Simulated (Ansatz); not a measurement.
# The cluster Rb₂F₃−: single points with varied inputs

Aim: run the cluster Rb₂F₃− under a spread of inputs, and see what each costs and gives.

The runs use Ansatz 0.2.0, Gaussian basis; the settings change from run to run.

5 further runs of the same task are left out: 5 set aside as unsound or not needed.

### 1 The relaxed structure

An earlier PBE0-D4/def2-SVPD relaxation fixed the geometry. Rb takes a core potential in def2 sets; no spin-orbit term is included.

5 atoms, charge -1, spin multiplicity 1.

Atoms are counted from 1 here; the program's logs count them from 0.

Bond lengths: Rb1–F3 2.487 Å, Rb1–F4 2.487 Å, Rb2–F3 2.807 Å, Rb2–F4 2.802 Å, Rb2–F5 2.544 Å. Angles: F3–Rb1–F4 95.9°, F3–Rb2–F4 82.3°, F3–Rb2–F5 139.3°, F4–Rb2–F5 138.3°, Rb1–F3–Rb2 90.8°, Rb1–F4–Rb2 91.0°.

As a file:

```xyz
5
F3Rb2
Rb    0.7705    2.1225    1.4551
Rb   -0.3199   -0.8634   -0.5860
F     0.1653   -0.2027    2.0988
F     0.3963    1.8164   -0.9841
F    -1.0122   -2.8728   -1.9837
```

### 2 B97M-V/def2-mTZVP

Set apart from the defaults: a grid of angular degree 11, relativity set to none, the search for lower states set to off.

The input, in.yaml:

```yaml
crystal:
  periodic: [false, false, false]
  atoms:
    - {symbol: Rb, position_ang: [0.770517, 2.122467, 1.455057]}
    - {symbol: Rb, position_ang: [-0.319861, -0.863383, -0.585987]}
    - {symbol: F, position_ang: [0.165251, -0.202659, 2.098789]}
    - {symbol: F, position_ang: [0.396280, 1.816383, -0.984128]}
    - {symbol: F, position_ang: [-1.012177, -2.872808, -1.983730]}
basis:
  gaussian: {orbitals: def2-mTZVP, final_grid: {core_spheres: 5, valence_spheres: 4, degree: 11}}
total_charge: -1
hamiltonian: {xc: {name: B97M-V}, pseudopotentials: {relativity: none}}
scf: {lower_state_search: off}
```

The run is started by

```bash
ansatz run in.yaml --threads 2 --pin off --events-out ev --progress --plain --max-ram 4352MiB
```

What it wrote, cut to the lines that bear on the results:

```text
Functional definition: B97M-V
  name "B97M-V"
  cite "Mardirossian & Head-Gordon, J. Chem. Phys. 142, 074111 (2015) doi:10.1063/1.4907719"
  cite "Becke, J. Chem. Phys. 107, 8554 (1997) doi:10.1063/1.475007"
  cite "Vydrov & Van Voorhis, J. Chem. Phys. 133, 244103 (2010) doi:10.1063/1.3521275"
  # Of w^i u^j: cxij and so on, Table III.
[...]
  gx(w, u) = cx00 + cx01*u + cx02*u^2 + (cx10 + cx11*u)*w
  gss(w, u) = css00 + css02*u^2 + css10*w + (css32*w^3 + css42*w^4)*u^2
  gos(w, u) = cos00 + cos01*u + cos03*u^3 + cos10*w + cos32*w^3*u^2
[...]
      + integral(e_c_pw_mod_opposite_spin*gos(b97_w_opposite, b97_u_opposite)) + vv10(b, c)
[...]
1077 factors; their error is unknown
[...]
mean field -9469.20194554 eV, -347.9867530431 hartree, gradient 3.0e-6 eV, S^2 0.000000; 0 other end points of the search recorded, 0 dependent functions left out
reference -9469.20214175 eV, -347.9867602537 hartree; 23, 23 occupied and 100, 100 virtual orbitals, 1077 factors
Total energy: -9469.20214175 eV, -347.9867602537 hartree
Checks for a lower state left out: stability, starts, cluster_reference, orbital_swaps, neighbouring_geometries, increment
```

Wall time 3.9 s (2 threads of Arm Neoverse V2, shared host).

### 3 wB97X-V/def2-TZVPD

Set apart from the defaults: unrestricted orbitals, coordinates scaled by 1.05.

The input, in.yaml:

```yaml
crystal:
  periodic: [false, false, false]
  atoms:
    - {symbol: Rb, position_ang: [0.809042, 2.228590, 1.527810]}
    - {symbol: Rb, position_ang: [-0.335854, -0.906552, -0.615286]}
    - {symbol: F, position_ang: [0.173513, -0.212792, 2.203728]}
    - {symbol: F, position_ang: [0.416094, 1.907202, -1.033335]}
    - {symbol: F, position_ang: [-1.062786, -3.016448, -2.082917]}
basis:
  gaussian: {orbitals: def2-TZVPD}
total_charge: -1
magnetization: {spin_polarized: true, initial_magnetization: 0}
hamiltonian: {xc: {name: wB97X-V}}
```

Same command.

What it wrote, cut to the lines that bear on the results:

```text
Functional definition: wB97X-V
  name "wB97X-V"
  cite "Mardirossian & Head-Gordon, Phys. Chem. Chem. Phys. 16, 9904 (2014) doi:10.1039/C3CP54374A"
  cite "Becke, J. Chem. Phys. 107, 8554 (1997) doi:10.1063/1.475007"
  cite "Vydrov & Van Voorhis, J. Chem. Phys. 133, 244103 (2010) doi:10.1063/1.3521275"
[...]
      + integral(e_c_pw_opposite_spin*poly(b97_u_opposite, cos0, cos1)) + vv10(b, c)
1239 factors; their error is unknown
498 factors; integrals over basis functions are off by at most 2.7e-5 eV
[...]
mean field -9468.58867293 eV, -347.9642156902 hartree, gradient 1.8e-5 eV, S^2 0.000000; 0 other end points of the search recorded, 0 dependent functions left out
reference -9468.58867033 eV, -347.9642155948 hartree; 23, 23 occupied and 163, 163 virtual orbitals, 1239 factors
Total energy: -9468.58867033 eV, -347.9642155948 hartree
```

Run time: 24 s. Hardware: 2 threads of Arm Neoverse V2, shared host; peak memory 0.98 GiB.

⟨S²⟩ 0.000.

### 4 wPBEh/ANO-RCC-VTZP

Set apart from the defaults: multiplicity 3, restricted open-shell orbitals, atoms shaken by 0.03 Å, the search for lower states set to off.

The input, in.yaml:

```yaml
crystal:
  periodic: [false, false, false]
  atoms:
    - {symbol: Rb, position_ang: [0.774490, 2.088798, 1.466212]}
    - {symbol: Rb, position_ang: [-0.333109, -0.913348, -0.600879]}
    - {symbol: F, position_ang: [0.208991, -0.254177, 2.101305]}
    - {symbol: F, position_ang: [0.431721, 1.814168, -0.973901]}
    - {symbol: F, position_ang: [-0.989455, -2.892864, -1.979050]}
basis:
  gaussian: {orbitals: ANO-RCC-VTZP}
total_charge: -1
magnetization: {spin_polarized: false, initial_magnetization: 2}
hamiltonian: {xc: {name: wPBEh}}
scf: {lower_state_search: off}
```

The command is unchanged.

What it wrote, cut to the lines that bear on the results:

```text
Functional definition: wPBEh
  name "wPBEh"
  cite "Heyd, Scuseria & Ernzerhof, J. Chem. Phys. 118, 8207 (2003) doi:10.1063/1.1564060"
  cite "Krukau, Vydrov, Izmaylov & Scuseria, J. Chem. Phys. 125, 224106 (2006) doi:10.1063/1.2404663"
  cite "Heyd & Scuseria, J. Chem. Phys. 120, 7274 (2004) doi:10.1063/1.1668634"
  cite "Ernzerhof & Perdew, J. Chem. Phys. 109, 3313 (1998) doi:10.1063/1.476928"
  cite "Perdew, Burke & Ernzerhof, Phys. Rev. Lett. 77, 3865 (1996) doi:10.1103/PhysRevLett.77.3865"
  parent pbe
[...]
1213 factors; integrals over basis functions are off by at most 7.6e-4 eV
88 factors; integrals over basis functions are off by at most 1.7e-5 eV
[...]
mean field -170371.62157012 eV, -6261.0416106692 hartree, gradient 2.8e-6 eV, S^2 2.000000; 0 other end points of the search recorded, 0 dependent functions left out
reference -170371.62169388 eV, -6261.0416152174 hartree; 52, 50 occupied and 132, 134 virtual orbitals, 1213 factors
Total energy: -170371.62169388 eV, -6261.0416152174 hartree
Relativity: scalar
Checks for a lower state left out: stability, starts, cluster_reference, orbital_swaps, neighbouring_geometries, increment
```

Wall time 32 s (2 threads of Arm Neoverse V2, shared host); peak memory 0.73 GiB.

### 5 All runs side by side

```
             level  charge  multiplicity  geometry  functions  energy (eV)   time
 B97M-V/def2-mTZVP      -1             1   relaxed        123    -9469.202  3.9 s
wB97X-V/def2-TZVPD      -1             1    scaled        186    -9468.589   24 s
wPBEh/ANO-RCC-VTZP      -1             3    shaken        184  -170371.622   32 s
```

### 6 What came out

| quantity | value |
| --- | --- |
| runs | 3 |
| quickest | B97M-V/def2-mTZVP, 3.9 s |
| slowest | wPBEh/ANO-RCC-VTZP, 32 s |

What this shows: The runs differ in state or geometry as well as level, so their energies can't be set against each other. wPBEh/ANO-RCC-VTZP took 8 times as long as B97M-V/def2-mTZVP. The jobs differ in tasks and options as well as level.
